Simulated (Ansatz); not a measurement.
W, space group Fm-3m: an equation of state with a fit, run with Ansatz 0.2.0 through its Python package.

`run_eos.py`
```python
import warnings

import ansatz as az
import numpy as np
from pymatgen.analysis.eos import EOS

vectors0 = np.array([
    [0.0, 2.03, 2.03],
    [2.03, 0.0, 2.03],
    [2.03, 2.03, 0.0],
])
sites = [
    ("W", (0.0, 0.0, 0.0)),
]


def build(cell):
    crystal = az.Crystal(lattice=az.Lattice.of(cell))
    for symbol, position in sites:
        crystal = crystal.atom(symbol, position)
    return crystal

warnings.simplefilter("ignore", az.DeckWarning)

volumes, energies, pressures = [], [], []
for scale in np.linspace(0.94, 1.06, 7):
    cell = vectors0 * scale ** (1 / 3)
    model = (
        build(cell).calculation()
        .scf(tolerance=1e-05, max_iterations=80, extra_bands=4, lower_state_search="standard", self_checks="low")
        .pseudopotentials("nc")
        .functional("pbesol")
        .occupations("fermi_dirac")
        .kpoints(12, 12, 12)
        .stress()
    )
    report = model.run(threads=1).report
    volumes.append(abs(np.linalg.det(cell)) / len(sites))
    energies.append(report["free_energy_ev"] / len(sites))
    pressures.append(np.trace(report["stress_gpa"]) / 3)
    print(f"V = {volumes[-1]:8.4f} A^3/atom  F = {energies[-1]:.5f} eV/atom  P = {pressures[-1]:8.3f} GPa")

for form in ["pourier_tarantola", "vinet", "murnaghan"]:
    fit = EOS(eos_name=form).fit(volumes, energies)
    print(f"{form:18s} V0 {fit.v0:8.4f} A^3/atom  B0 {fit.b0_GPa:7.1f} GPa  B1 {fit.b1:5.2f}")
```

Where does the minimum lie against the volume typed, and how stiff is the crystal?

A third-order Birch-Murnaghan fit through the 7 points (the script's own form differs a little) has its minimum at 15.98 Å³ an atom, 4.5 % below the typed cell, with a bulk modulus of 300 GPa and dB/dP = 4.1. From that minimum the energy rises by 3.7 meV an atom on the compressed side and 151.6 meV on the expanded side. The window is off centre, so dB/dP is rough.

What the script printed:

```console
$ python run_eos.py
V =  15.7270 A^3/atom  F = -2063.00222 eV/atom  P =    4.847 GPa
V =  16.0616 A^3/atom  F = -2063.00549 eV/atom  P =   -1.600 GPa
V =  16.3962 A^3/atom  F = -2062.99600 eV/atom  P =   -7.391 GPa
V =  16.7309 A^3/atom  F = -2062.97503 eV/atom  P =  -12.598 GPa
V =  17.0655 A^3/atom  F = -2062.94375 eV/atom  P =  -17.281 GPa
V =  17.4001 A^3/atom  F = -2062.90319 eV/atom  P =  -21.489 GPa
V =  17.7347 A^3/atom  F = -2062.85429 eV/atom  P =  -25.267 GPa
pourier_tarantola  V0  15.9753 A^3/atom  B0   299.1 GPa  B1  3.97
vinet              V0  15.9753 A^3/atom  B0   299.4 GPa  B1  4.04
murnaghan          V0  15.9753 A^3/atom  B0   300.6 GPa  B1  4.31
```

These settings explore the input space; cutoff and mesh may be short of convergence. Spin is left out of this run. For a metal this k-point mesh is coarse: on a finer one energies can move by several to tens of meV an atom and pressures by half a GPa or more, differences at one mesh by less. The program warned that this SCF threshold is loose for forces or stresses. Pressure is positive in compression. Spin-orbit coupling, which matters for elements this heavy, is left out. At these settings the cell as given stands under about -13 GPa, so it isn't at this functional's equilibrium volume. This isn't the structure that W takes at ambient conditions. The script silences the warnings on its input, which a real study should read. Run time: 28 s on 1 thread of Arm Neoverse N1, with other jobs on the host, peak memory 0.44 GiB.
